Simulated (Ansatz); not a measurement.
The system is CsLiCr2Te2S3.

```
Cs Li Cr Te S
1.0
     3.60358    0.00000    0.00000
    -1.80179    3.12079    0.00000
     0.00000    0.00000   19.06651
Cs Li Cr Te S
1 1 2 2 3
Direct
  0.00000 0.00000 0.37399
  0.66667 0.33333 0.01607
  0.00000 0.00000 0.86637
  0.33333 0.66667 0.16833
  0.33333 0.66667 0.53891
  0.66667 0.33333 0.77276
  0.00000 0.00000 0.10030
  0.33333 0.66667 0.92920
  0.66667 0.33333 0.23408
```

The cell was built by a generator and needn't be a form met in nature.

Base run:

* Program: Ansatz 0.2.0
* Functional: PBE
* Potentials or basis: Ansatz PAW
* Cutoff: 420 eV (not typed: the program's choice for these potentials)
* k mesh: 9 × 9 × 2
* Occupations: fermi-dirac, width 0.05 eV
* Spin: collinear spin, ferromagnetic start
* Starting moments: [0.0, 0.0, 3.0, 3.0, 0.0, 0.0, 0.0, 0.0, 0.0] μB
* Hubbard terms: Cr d U = 2 eV

Its results: band gap on the k mesh none (metal or under the smearing width); pressure 1.3 GPa; net moment 5.93 μB per cell; site moments Cs -0.00; Li -0.01; Cr +2.90, +2.88; Te -0.01, -0.16; S -0.10, -0.11 μB; largest force 0.399 eV/Å.

Task: The run is repeated on the same cell with these changes: hubbard terms from Cr d U = 2 eV to Cr d U = 8 eV. What comes out?

Result: Band gap on the k mesh none (metal or under the smearing width); pressure 5.4 GPa; net moment 6.15 μB per cell; site moments Cs -0.01; Li -0.03; Cr +3.52, +3.37; Te -0.03, -0.30; S -0.31, -0.29 μB; largest force 1.415 eV/Å.

Caveats: the magnetic or orbital state may not be the lowest; only a ferromagnetic start was run, and an antiferromagnetic order may lie lower in energy; forces of over 1 eV/Å show positions far from the minimum, so gaps and moduli don't describe the material at rest (some runs).
